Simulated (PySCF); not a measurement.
# A gas-phase reaction: CH4F2Si → H3Si + CHF2

Aim: the reaction energy of `FC(F)[SiH3]` → `[SiH3]` + `F[CH]F`.

Programs: PySCF 2.14.0. All values are calculated, for the isolated system unless a continuum is named. Atoms count from 0, parts from 1.

## 1. The system as given

Each species was relaxed by itself at PBE0-D3(BJ)/def2-SVPD.

## 2. Reaction energy: wB97M-D3(BJ)/def2-TZVPD

What the job is given:

```
{"job": {"kind": "react", "xc": "wB97M-D3(BJ)", "basis": "def2-TZVPD"}, "charge": 0, "multiplicity": 1}
-1 CH4F2Si charge 0 multiplicity 1
F      0.834370    -0.719340     1.563960
C      0.891520    -0.256690     0.279890
F      1.323990    -1.286990    -0.506060
Si    -0.854570     0.326120    -0.294650
H      1.670780     0.524090     0.250410
H     -1.782980    -0.833050    -0.203080
H     -0.736680     0.812500    -1.698100
H     -1.286960     1.435180     0.601460

+1 H3Si charge 0 multiplicity 2
Si    -0.066760    -0.112400     0.320250
H     -0.947630     1.066230     0.066400
H      1.375360     0.271260     0.269030
H     -0.363610    -1.222680    -0.632990

+1 CHF2 charge 0 multiplicity 2
F     -0.674960    -0.928670    -0.485500
C     -0.120460     0.040730     0.219990
F      1.174690    -0.163760     0.384370
H     -0.378810     1.051860    -0.118750
```

Level: wB97M-D3(BJ)/def2-TZVPD reaction energy of separated species, gas phase.

The run is started by

```
$ OMP_NUM_THREADS=1 python cluster_run.py task.json out
```

This one command runs all jobs of the session in turn.

The program printed:

```text
species 1 (CH4F2Si)
coarse grid: 32080 points
cycle   1  E = -529.7630947631  dE =  2.332e-01  |g| = 7.280e-01  |ddm| = 2.020e+00
cycle   2  E = -529.7549980388  dE =  8.097e-03  |g| = 8.564e-01  |ddm| = 7.577e-01
cycle   3  E = -529.8603548801  dE = -1.054e-01  |g| = 4.218e-02  |ddm| = 3.379e-01
cycle   4  E = -529.8607514292  dE = -3.965e-04  |g| = 1.670e-02  |ddm| = 4.811e-02
cycle   5  E = -529.8608217618  dE = -7.033e-05  |g| = 4.149e-03  |ddm| = 2.196e-02
cycle   6  E = -529.8608272080  dE = -5.446e-06  |g| = 8.908e-04  |ddm| = 6.578e-03
final grid: 67832 points
cycle   7  E = -529.8607685756  dE = -4.224e-07  |g| = 6.198e-04  |ddm| = 3.519e-03
cycle   8  E = -529.8607686358  dE = -6.015e-08  |g| = 4.815e-04  |ddm| = 1.016e-03
cycle   9  E = -529.8607686767  dE = -4.094e-08  |g| = 1.075e-04  |ddm| = 2.733e-04
cycle  10  E = -529.8607686804  dE = -3.705e-09  |g| = 4.285e-05  |ddm| = 1.371e-04
cycle  11  E = -529.8607686814  dE = -9.754e-10  |g| = 8.019e-06  |ddm| = 1.167e-04
converged SCF energy = -529.8607686814

species 2 (H3Si)
coarse grid: 13832 points
cycle   1  E = -291.2610783289  dE = -2.789e-01  |g| = 9.383e-02  |ddm| = 9.261e-01
cycle   2  E = -291.2672951641  dE = -6.217e-03  |g| = 4.028e-02  |ddm| = 2.391e-01
cycle   3  E = -291.2679903142  dE = -6.952e-04  |g| = 9.323e-03  |ddm| = 5.139e-02
cycle   4  E = -291.2681260622  dE = -1.357e-04  |g| = 2.450e-03  |ddm| = 3.025e-02
cycle   5  E = -291.2681394186  dE = -1.336e-05  |g| = 7.995e-04  |ddm| = 7.242e-03
cycle   6  E = -291.2681411424  dE = -1.724e-06  |g| = 1.806e-04  |ddm| = 2.333e-03
final grid: 28048 points
cycle   7  E = -291.2681329848  dE = -7.155e-08  |g| = 9.015e-05  |ddm| = 4.018e-04
cycle   8  E = -291.2681330011  dE = -1.635e-08  |g| = 4.414e-05  |ddm| = 1.459e-04
cycle   9  E = -291.2681330063  dE = -5.230e-09  |g| = 1.506e-05  |ddm| = 1.052e-04
cycle  10  E = -291.2681330067  dE = -3.716e-10  |g| = 1.630e-06  |ddm| = 3.492e-05
converged SCF energy = -291.2681330067

species 3 (CHF2)
coarse grid: 18256 points
cycle   1  E = -238.3779664509  dE =  3.608e-01  |g| = 4.761e-01  |ddm| = 1.534e+00
cycle   2  E = -238.3781480390  dE = -1.816e-04  |g| = 5.400e-01  |ddm| = 9.378e-01
cycle   3  E = -238.4617938641  dE = -8.365e-02  |g| = 3.912e-02  |ddm| = 2.243e-01
cycle   4  E = -238.4624746308  dE = -6.808e-04  |g| = 1.228e-02  |ddm| = 6.824e-02
cycle   5  E = -238.4626435880  dE = -1.690e-04  |g| = 3.637e-03  |ddm| = 6.297e-02
cycle   6  E = -238.4626679058  dE = -2.432e-05  |g| = 1.324e-03  |ddm| = 1.589e-02
cycle   7  E = -238.4626715307  dE = -3.625e-06  |g| = 3.229e-04  |ddm| = 5.506e-03
final grid: 39792 points
cycle   8  E = -238.4626302848  dE = -1.354e-07  |g| = 2.059e-04  |ddm| = 1.100e-03
cycle   9  E = -238.4626303127  dE = -2.797e-08  |g| = 1.902e-04  |ddm| = 2.706e-04
cycle  10  E = -238.4626303255  dE = -1.279e-08  |g| = 5.645e-05  |ddm| = 9.184e-05
cycle  11  E = -238.4626303314  dE = -5.898e-09  |g| = 1.174e-05  |ddm| = 1.358e-04
cycle  12  E = -238.4626303316  dE = -1.444e-10  |g| = 2.673e-06  |ddm| = 2.572e-05
converged SCF energy = -238.4626303316

Reaction energy = 83.114 kcal/mol
```

Wall time 21 s (1 thread of Arm Neoverse V2, shared host); peak memory 0.64 GiB.

Species by species (with the dispersion term, which the log's SCF energies lack):

| ν | species | energy (Eh) | HOMO (eV) |
| --- | --- | --- | --- |
| -1 | FC(F)[SiH3] | -529.86724 | -11.17 |
| +1 | [SiH3] | -291.27026 | -8.24 |
| +1 | F[CH]F | -238.46453 | -9.15 |

## 3. Reaction energy: PBE0-D3(BJ)/def2-TZVPD

Same as in step 2 but for these lines:

```diff
@@ -1,2 +1,2 @@
-{"job": {"kind": "react", "xc": "wB97M-D3(BJ)", "basis": "def2-TZVPD"}, "charge": 0, "multiplicity": 1}
+{"job": {"kind": "react", "xc": "PBE0", "basis": "def2-TZVPD", "disp": "d3bj"}, "charge": 0, "multiplicity": 1}
 -1 CH4F2Si charge 0 multiplicity 1
```

With the program's defaults for keys left out, this is: PBE0-D3(BJ)/def2-TZVPD reaction energy of separated species, gas phase.

The program printed:

```text
species 1 (CH4F2Si)
coarse grid: 7368 points
cycle   1  E = -529.3536703695  dE =  2.050e-01  |g| = 6.327e-01  |ddm| = 2.027e+00
cycle   2  E = -529.2723916384  dE =  8.128e-02  |g| = 9.824e-01  |ddm| = 7.076e-01
cycle   3  E = -529.4161772481  dE = -1.438e-01  |g| = 3.293e-02  |ddm| = 4.035e-01
cycle   4  E = -529.4163282816  dE = -1.510e-04  |g| = 7.919e-03  |ddm| = 2.954e-02
cycle   5  E = -529.4163364451  dE = -8.164e-06  |g| = 1.659e-03  |ddm| = 8.918e-03
final grid: 67832 points
cycle   6  E = -529.4215912622  dE = -4.320e-05  |g| = 5.801e-03  |ddm| = 6.067e-02
cycle   7  E = -529.4215873420  dE =  3.920e-06  |g| = 7.519e-03  |ddm| = 8.183e-03
cycle   8  E = -529.4215986041  dE = -1.126e-05  |g| = 8.403e-04  |ddm| = 4.187e-03
cycle   9  E = -529.4215986989  dE = -9.481e-08  |g| = 2.802e-04  |ddm| = 5.589e-04
cycle  10  E = -529.4215987108  dE = -1.196e-08  |g| = 2.461e-05  |ddm| = 1.462e-04
cycle  11  E = -529.4215987110  dE = -1.146e-10  |g| = 3.746e-06  |ddm| = 2.866e-05
converged SCF energy = -529.4215987110

species 2 (H3Si)
coarse grid: 3488 points
cycle   1  E = -291.1044591809  dE = -2.234e-01  |g| = 8.426e-02  |ddm| = 8.803e-01
cycle   2  E = -291.1087149991  dE = -4.256e-03  |g| = 4.074e-02  |ddm| = 1.331e-01
cycle   3  E = -291.1094221349  dE = -7.071e-04  |g| = 7.862e-03  |ddm| = 3.652e-02
cycle   4  E = -291.1094817012  dE = -5.957e-05  |g| = 1.156e-03  |ddm| = 1.636e-02
cycle   5  E = -291.1094837366  dE = -2.035e-06  |g| = 3.821e-04  |ddm| = 2.384e-03
final grid: 28048 points
cycle   6  E = -291.1088748184  dE = -3.158e-06  |g| = 6.955e-04  |ddm| = 7.315e-03
cycle   7  E = -291.1088749281  dE = -1.096e-07  |g| = 4.360e-04  |ddm| = 1.033e-03
cycle   8  E = -291.1088749795  dE = -5.149e-08  |g| = 2.514e-05  |ddm| = 3.479e-04
cycle   9  E = -291.1088749809  dE = -1.348e-09  |g| = 8.956e-06  |ddm| = 7.305e-05
cycle  10  E = -291.1088749810  dE = -1.258e-10  |g| = 3.365e-06  |ddm| = 1.723e-05
converged SCF energy = -291.1088749810

species 3 (CHF2)
coarse grid: 3880 points
cycle   1  E = -238.1263422643  dE =  3.559e-01  |g| = 4.199e-01  |ddm| = 1.144e+00
cycle   2  E = -238.0611381528  dE =  6.520e-02  |g| = 6.392e-01  |ddm| = 5.913e-01
cycle   3  E = -238.1842595647  dE = -1.231e-01  |g| = 3.367e-02  |ddm| = 2.676e-01
cycle   4  E = -238.1846726891  dE = -4.131e-04  |g| = 1.165e-02  |ddm| = 3.200e-02
cycle   5  E = -238.1847480133  dE = -7.532e-05  |g| = 3.326e-03  |ddm| = 1.935e-02
cycle   6  E = -238.1847562065  dE = -8.193e-06  |g| = 9.697e-04  |ddm| = 4.041e-03
final grid: 39792 points
cycle   7  E = -238.1903363654  dE = -3.904e-05  |g| = 1.514e-03  |ddm| = 3.124e-02
cycle   8  E = -238.1903363461  dE =  1.929e-08  |g| = 1.710e-03  |ddm| = 2.088e-03
cycle   9  E = -238.1903373037  dE = -9.576e-07  |g| = 3.411e-04  |ddm| = 9.175e-04
cycle  10  E = -238.1903373416  dE = -3.783e-08  |g| = 1.229e-04  |ddm| = 2.297e-04
cycle  11  E = -238.1903373498  dE = -8.219e-09  |g| = 4.133e-05  |ddm| = 1.152e-04
cycle  12  E = -238.1903373508  dE = -1.006e-09  |g| = 3.399e-05  |ddm| = 5.256e-05
cycle  13  E = -238.1903373512  dE = -4.002e-10  |g| = 5.436e-06  |ddm| = 2.160e-05
converged SCF energy = -238.1903373512

Reaction energy = 77.935 kcal/mol
```

It took 8.9 s on 1 thread of Arm Neoverse V2, shared host; peak memory 0.59 GiB.

Reaction energy at this level: 77.94 kcal/mol.

## 4. Comparing the runs

Energies in kcal/mol, with wall time:

| run | reaction | time |
| --- | --- | --- |
| wB97M-D3(BJ)/def2-TZVPD | 83.11 | 21 s |
| PBE0-D3(BJ)/def2-TZVPD | 77.94 | 8.9 s |

## 5. Results

| quantity | value |
| --- | --- |
| reaction energy (wB97M-D3(BJ)/def2-TZVPD) | 83.11 kcal/mol |
| ΔH, ΔG at 298 K (xTB thermal terms) | +80.5, +68.8 kcal/mol |
| range of the reaction energy over the runs of this table | 77.94 to 83.11 kcal/mol |

The reaction is endothermic by 80.5 kcal/mol in the gas phase; dispersion gives +1.53, and xTB itself gave 96.09 for the electronic energy (xTB energies and thermal terms come from the earlier relaxation of each species, not shown). No barrier was sought. xTB and this level differ widely in the electronic energy, so what comes from xTB (the thermal terms above all) is less safe here. The reaction energy runs from 77.94 (PBE0-D3(BJ)/def2-TZVPD) to 83.11 kcal/mol (wB97M-D3(BJ)/def2-TZVPD).
